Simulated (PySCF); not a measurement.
**Changing the system itself: Ge2⁺ (quartet)**

One physical setting of the base script is moved in each run, with the edits that it forces.

Method: each script names its method and basis; program: PySCF 2.14.0.

4 further runs of the same task are left out: 4 that didn't finish.

## 1. The system as given

Ge2⁺ (quartet): 2 atoms, charge 1, spin multiplicity 4.

Bond lengths: Ge1–Ge2 2.420 Å.

## 2. Base script

Contents of input.py:

```python
from pyscf import gto, scf, mp

mol = gto.M(
    atom='Ge 0 0 0; Ge 0 0 2.42',
    basis='sbkjc',
    ecp={'Ge': 'sbkjc'},
    charge=1,
    spin=3,
    verbose=3,
)
mf = scf.UHF(mol)
mf.kernel()
mp.MP2(mf).kernel()
mf.dip_moment()
print('orbital energies (hartree):', [e[max(0, n-3):n+3].round(4) for e, n in zip(mf.mo_energy, mol.nelec)])
```

The run is started by

```bash
$ OMP_NUM_THREADS=1 python input.py
```

Its log is not repeated here.

In short: E(SCF) = -7.119399 Eh, E(MP2) − E(SCF) = -0.05302 Eh, ⟨S²⟩ = 3.766.

The bond length is a typed value, not an optimised one. The dipole of an ion depends on the origin. The quartet is typed in the script; nothing here shows that it is the ground state.

## 3. Bond 2.251 Å

Edit 1 changes bond length: 2.42 Å → 2.251 Å.

Contents of input.py:

```python
from pyscf import gto, scf, mp

mol = gto.M(
    atom='Ge 0 0 0; Ge 0 0 2.251',
    basis='sbkjc',
    ecp={'Ge': 'sbkjc'},
    charge=1,
    spin=3,
    verbose=3,
)
mf = scf.UHF(mol)
mf.kernel()
mp.MP2(mf).kernel()
mf.dip_moment()
print('orbital energies (hartree):', [e[max(0, n-3):n+3].round(4) for e, n in zip(mf.mo_energy, mol.nelec)])
```

The run is started by

```bash
$ OMP_NUM_THREADS=1 python input.py
```

## 4. PCM, ε = 20.5

Edit 2 changes solvent: none (gas phase) → PCM, ε = 20.5; step after the SCF: mp2 → analyze.

input.py, as its differences from that of step 2:

```diff
@@ -1,2 +1,2 @@
-from pyscf import gto, scf, mp
+from pyscf import gto, scf, solvent
 
@@ -11,4 +11,6 @@
 mf = scf.UHF(mol)
+mf = solvent.PCM(mf)
+mf.with_solvent.eps = 20.5
 mf.kernel()
-mp.MP2(mf).kernel()
+mf.mulliken_pop()
 mf.dip_moment()
```

## 5. Bond 25 Å

Edit 3 changes bond length: 2.42 Å → 25 Å.

input.py, as its differences from that of step 2:

```diff
@@ -3,3 +3,3 @@
 mol = gto.M(
-    atom='Ge 0 0 0; Ge 0 0 2.42',
+    atom='Ge 0 0 0; Ge 0 0 25',
     basis='sbkjc',
```

## 6. Bond 2.493 Å

Edit 4 changes bond length: 2.42 Å → 2.493 Å.

input.py, as its differences from that of step 2:

```diff
@@ -3,3 +3,3 @@
 mol = gto.M(
-    atom='Ge 0 0 0; Ge 0 0 2.42',
+    atom='Ge 0 0 0; Ge 0 0 2.493',
     basis='sbkjc',
```

## 7. PCM, ε = 2.27

Edit 5 changes solvent: none (gas phase) → PCM, ε = 2.27; step after the SCF: mp2 → analyze.

input.py, as its differences from that of step 2:

```diff
@@ -1,2 +1,2 @@
-from pyscf import gto, scf, mp
+from pyscf import gto, scf, solvent
 
@@ -11,4 +11,6 @@
 mf = scf.UHF(mol)
+mf = solvent.PCM(mf)
+mf.with_solvent.eps = 2.27
 mf.kernel()
-mp.MP2(mf).kernel()
+mf.mulliken_pop()
 mf.dip_moment()
```

Q: Predict the outcome of this session. Wanted: for each run, E(SCF); from base; after the SCF.

**Answer**, as computed:

```tsv
run	E(SCF) (hartree)	from base (eV)	after the SCF
base	-7.119399	0	MP2 correlation -1.443 eV
bond 2.251 Å	-7.109101	+0.2802	MP2 correlation -1.401 eV
PCM, ε = 20.5	-7.205663	-2.3474	n/a
bond 25 Å (poor choice)	-7.066292	+1.4451	MP2 correlation -0.712 eV
bond 2.493 Å	-7.119807	-0.0111	MP2 correlation -1.462 eV
PCM, ε = 2.27	-7.170098	-1.3796	n/a
```

In words: Of the runs whose energies can be compared, “PCM, ε = 20.5” moves the SCF energy most (-2.347 eV). A continuum solvent with ε = 20.5 lowers the energy by 2.347 eV, a large gain because the system is charged. A continuum solvent with ε = 2.27 lowers the energy by 1.380 eV, a large gain because the system is charged. Rows marked «poor choice» come from settings spoiled on purpose.
